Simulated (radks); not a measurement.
# Mg in [Ne] 3s2: an all-electron calculation

One table from this session's results is given with a row withheld; the runs are named, their logs left out.

Method: scalar-relativistic Kohn-Sham, PBEsol, spin-unpolarised, spherical densities, finite nucleus. Code: radks (a radial shooting solver on a logarithmic mesh, Libxc functionals) version 1.

## What is computed

```
element            : magnesium (Z = 12)
charge             : 0
electrons          : 12
configuration      : [Ne] 3s2
nuclear rms radius : 3.057 fm
```

Outer shells as boxes (Hund's rule):

Mg
```
[Ne] core
3s [↑↓]
```

Set-up of the first run:

Settings of this run:

```text
Z 12
configuration [Ne] 3s2 3p0 4s0
relativity scalar-relativistic
functional pbe_sol,pbe_sol
spin unpolarised
nucleus finite rms 3.057 fm
c 137.035999084
```

One table of the session follows, with a row left open; its other results are not shown here.

It belongs to the step «Radial structure». Sizes of the orbitals, from the radial functions (bohr):

```
level     <r>  outermost maximum (interpolated)  90 % within  nodes
   1s       ?                                 ?            ?      ?
   2s  0.6984                             0.548         1.11      1
   2p  0.6898                             0.479         1.18      0
   3s   3.153                              2.56         4.87      2
   3p   4.559                              3.48         7.31      1
```

Q: Estimate the row for 1s from the others.

As computed: <r>: 0.1308; outermost maximum (interpolated): 0.0852; 90 % within: 0.234; nodes: 0. In the column «<r>» it is the lowest.
